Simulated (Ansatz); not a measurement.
# CH4ClGaN2: the cost of one run

Method: RKS PBE0-D4/def2-SVP, in Ansatz 0.2.0.

## Step 1: Starting point

Bond lengths: N1–C2 1.446 Å, C2–N3 1.426 Å, C2–Ga4 1.792 Å, N3–Ga4 1.952 Å, Ga4–Cl5 2.611 Å, N1–H6 1.055 Å, N1–H7 1.087 Å, C2–H8 1.069 Å, N3–H9 1.068 Å. Angles (14 of 15 angles, heavy atoms first): N1–C2–N3 107.7°, N1–C2–Ga4 171.1°, N3–C2–Ga4 73.7°, C2–N3–Ga4 61.8°, C2–Ga4–N3 44.5°, C2–Ga4–Cl5 80.8°, N3–Ga4–Cl5 107.7°, N1–C2–H8 111.8°, N3–C2–H8 107.8°, Ga4–C2–H8 75.4°, C2–N1–H6 108.2°, C2–N1–H7 104.5°, C2–N3–H9 107.3°, Ga4–N3–H9 89.0°.

As a file:

```xyz
9

N    -0.3960    0.0559    1.3576
C    -0.2099   -0.3589   -0.0155
N     0.9961   -1.1177   -0.0805
Ga    0.1274   -0.6198   -1.7565
Cl   -0.1416    1.9776   -1.7680
H     0.2735    0.8461    1.5560
H    -1.3405    0.5938    1.3531
H    -1.0080   -0.9849   -0.3535
H     1.7876   -0.4385   -0.3098
```

## Step 2: Relaxing end A

input.yaml reads:

```yaml
crystal:
  periodic: [false, false, false]
  atoms:
    - { symbol: "N", position_ang: [-0.396, 0.0559, 1.3576] }
    - { symbol: C, position_ang: [-0.2099, -0.3589, -0.0155] }
    - { symbol: "N", position_ang: [0.9961, -1.1177, -0.0805] }
    - { symbol: Ga, position_ang: [0.1274, -0.6198, -1.7565] }
    - { symbol: Cl, position_ang: [-0.1416, 1.9776, -1.768] }
    - { symbol: H, position_ang: [0.2735, 0.8461, 1.556] }
    - { symbol: H, position_ang: [-1.3405, 0.5938, 1.3531] }
    - { symbol: H, position_ang: [-1.008, -0.9849, -0.3535] }
    - { symbol: H, position_ang: [1.7876, -0.4385, -0.3098] }
basis:
  gaussian: { orbitals: def2-SVP }
hamiltonian:
  xc: pbe0
  dispersion: d4
relax:
  f_tol: 0.015
  max_steps: 40
```

Command:

```
$ ansatz run input.yaml --threads 2 --pin off --max-ram 3072MiB --backend cpu --events-out ev --progress --plain --runs-dir out
```

What time and memory should one allow on 2 threads of AMD EPYC 7R13 (Zen 3), shared host?

About 63 s, with a peak of 0.3 GiB.
